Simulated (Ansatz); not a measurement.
**C2H3FGaN: one species, many methods**

The task here is to estimate one member of a computed series from the others.

Computed with Ansatz 0.2.0, Gaussian basis. Level: functionals in def2-TZVPP, the program's frozen cores in correlated methods.

The runs, in order: LDA (SPW92), PBE-D4, revPBE-D4, BLYP-D4, r2SCAN-D4, B97M-V, PBE0-D4, B3LYP-D4, r2SCANh-D4, r2SCAN0-D4, HSE06-D4, BHLYP-D4, CAM-B3LYP-D4, LC-ωPBE, ωB97X-V, ωB97M-V, B2PLYP, PBE-QIDH; CCSD(T)/def2-SVP; CCSD(T)/def2-TZVPP; MP2/def2-QZVPP; extrapolation to the limit; RPA on PBE.

### The geometry

The geometry comes from an earlier relaxation with PBE0-D4 in a triple-zeta def2 set; it is a stationary point, not always the lowest conformer.

SMILES `F[CH]1N=[CH][GaH]1`, 8 atoms, charge 0, spin multiplicity 1.

Atoms are counted from 1 here; the program's logs count them from 0.

Bond lengths: F1–C2 1.370 Å, C2–N3 1.456 Å, C2–Ga5 2.045 Å, C2–H6 1.093 Å, N3–C4 1.281 Å, C4–Ga5 1.992 Å, C4–H7 1.091 Å, Ga5–H8 1.568 Å. Angles: F1–C2–N3 111.4°, F1–C2–Ga5 120.1°, F1–C2–H6 107.7°, N3–C2–Ga5 87.3°, N3–C2–H6 109.0°, Ga5–C2–H6 119.0°, C2–N3–C4 109.0°, N3–C4–Ga5 94.6°, N3–C4–H7 119.1°, Ga5–C4–H7 145.9°, C2–Ga5–C4 67.1°, C2–Ga5–H8 145.6°, C4–Ga5–H8 141.7°.

Coordinates:

```mol
C2H3FGaN
  3D, bonds by distance, orders not assigned

  8  8  0  0  0  0  0  0  0  0999 V2000
   -2.1111   -0.0290    0.4454 F   0  0
   -0.8330    0.4629    0.3948 C   0  0
    0.0961   -0.3958    1.1147 N   0  0
    1.1386   -0.5810    0.3936 C   0  0
    0.3194    0.1540   -1.2663 Ga  0  0
   -0.8384    1.4517    0.8606 H   0  0
    1.9977   -1.0961    0.8254 H   0  0
    0.3228   -0.0239   -2.8240 H   0  0
  1  2  8  0
  2  3  8  0
  3  4  8  0
  4  5  8  0
  2  6  8  0
  4  7  8  0
  5  8  8  0
  2  5  8  0
M  END
```

The first run:

Contents of in.yaml:

```yaml
crystal:
  periodic: [false, false, false]
  atoms:
    - {symbol: F, position_ang: [-2.111061, -0.029019, 0.445446]}
    - {symbol: C, position_ang: [-0.832995, 0.462913, 0.394817]}
    - {symbol: N, position_ang: [0.096107, -0.395752, 1.114744]}
    - {symbol: C, position_ang: [1.138612, -0.581032, 0.393572]}
    - {symbol: Ga, position_ang: [0.319352, 0.153997, -1.266324]}
    - {symbol: H, position_ang: [-0.838365, 1.451691, 0.860580]}
    - {symbol: H, position_ang: [1.997726, -1.096061, 0.825366]}
    - {symbol: H, position_ang: [0.322825, -0.023937, -2.824001]}
basis:
  gaussian: {orbitals: def2-TZVPP}
hamiltonian: {xc: lda}
output: {orbitals: {seedname: orbitals}}
```

Steps of the session up to this table: LDA; PBE-D4 (GGA); revPBE-D4 (GGA); BLYP-D4 (GGA); r2SCAN-D4 (meta-GGA); B97M-V (meta-GGA); PBE0-D4 (hybrid); B3LYP-D4 (hybrid); r2SCANh-D4 (hybrid); r2SCAN0-D4 (hybrid); HSE06-D4 (hybrid); BHLYP-D4 (hybrid); CAM-B3LYP-D4 (range-separated); LC-ωPBE (range-separated); ωB97X-V (range-separated); ωB97M-V (range-separated); B2PLYP (double hybrid); PBE-QIDH (double hybrid).

One of the session's tables, all rows but one given; the rest of the session is left out.

It belongs to the step «Frontier levels by functional». 

```
  functional  HOMO (eV)  LUMO (eV)  gap (eV)
 LDA (SPW92)      -5.78      -3.22      2.56
      PBE-D4      -5.61      -2.94      2.67
   revPBE-D4      -5.54      -2.83      2.71
     BLYP-D4          ?          ?         ?
   r2SCAN-D4      -5.82      -2.77      3.05
      B97M-V      -5.90      -2.84      3.06
     PBE0-D4      -6.80      -2.10      4.70
    B3LYP-D4      -6.63      -2.37      4.26
  r2SCANh-D4      -6.27      -2.45      3.82
  r2SCAN0-D4      -6.95      -2.00      4.95
    HSE06-D4      -6.40      -2.47      3.93
    BHLYP-D4      -7.95      -1.32      6.63
CAM-B3LYP-D4      -8.13      -1.18      6.95
     LC-ωPBE      -9.38      -0.01      9.37
     ωB97X-V      -9.05      -0.13      8.92
     ωB97M-V      -8.96      -0.31      8.65
```

Estimate the missing values for BLYP-D4.

Worked estimate for «HOMO (eV)». Against the share of exact exchange, B3LYP-D4 (0.2, -6.63), BHLYP-D4 (0.5, -7.95) give a slope of -4.40 per unit share; at 0 the line stands at -5.75.

As computed: HOMO (eV): -5.53; LUMO (eV): -2.87; gap (eV): 2.66. In «HOMO (eV)» the line misses by -0.22.
